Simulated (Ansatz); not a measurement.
Crystal: CsMg6Zn.

```
Cs Zn Mg
1.0
     5.22621    0.00000    0.00000
     0.00000    2.97643    9.19614
     0.00000   -2.97643    9.19614
Cs Zn Mg
1 1 6
Cartesian
  2.6131 0.0000 13.0417
  2.6131 0.0000 1.1712
  0.0000 0.0000 16.3880
  0.0000 0.0000 7.0448
  0.0000 -1.5260 9.9810
  0.0000 1.5260 9.9810
  2.6131 -1.4973 7.9807
  2.6131 1.4973 7.9807
```

The cell comes from a database or a generator and needn't be the stable form of this composition.

| Item | Value |
| --- | --- |
| Program | Ansatz 0.2.0 |
| Task | single point |
| Functional | PBE |
| Potentials or basis | Ansatz PAW |
| Cutoff | 420 eV (not typed: the program's choice for these potentials) |
| k mesh | 5 × 5 × 5 |
| Occupations | fermi-dirac, width 0.05 eV |
| Spin | no spin polarisation |

On this cell: pressure -0.1 GPa; largest force 0.204 eV/Å; band gap on the k mesh none (metal or under the smearing width).

The same run follows on a disturbed copy (atoms moved at random, drawn with an rms of 0.05 Å):

```
Cs Zn Mg
1.0
     5.22621    0.00000    0.00000
     0.00000    2.97643    9.19614
     0.00000   -2.97643    9.19614
Cs Zn Mg
1 1 6
Direct
  0.50484 0.70910 0.71445
  0.50863 0.06037 0.06973
  0.99539 0.89272 0.88525
  0.99716 0.38231 0.39075
  0.99780 0.29062 0.79616
  0.00509 0.79321 0.28859
  0.50705 0.17649 0.68837
  0.49790 0.68316 0.17722
```

Q: What does the disturbed cell give?

A: The energy (extrapolated to zero smearing) moves by +2.7 meV/atom; pressure -0.1 GPa; largest force 0.318 eV/Å; band gap on the k mesh none (metal or under the smearing width).

Forces in eV/Å, atoms in the order of the input:
```
Cs  -0.014  0.008 -0.041
Zn  -0.046  0.007 -0.091
Mg   0.105 -0.156 -0.028
Mg   0.064  0.139 -0.088
Mg   0.066 -0.036  0.056
Mg   0.005  0.014  0.091
Mg  -0.167  0.266  0.051
Mg  -0.014 -0.241  0.050
```

Stress tensor (GPa, compression positive):
```
-0.94  0.03 -0.05
 0.03  0.62  0.00
-0.05  0.00  0.12
```
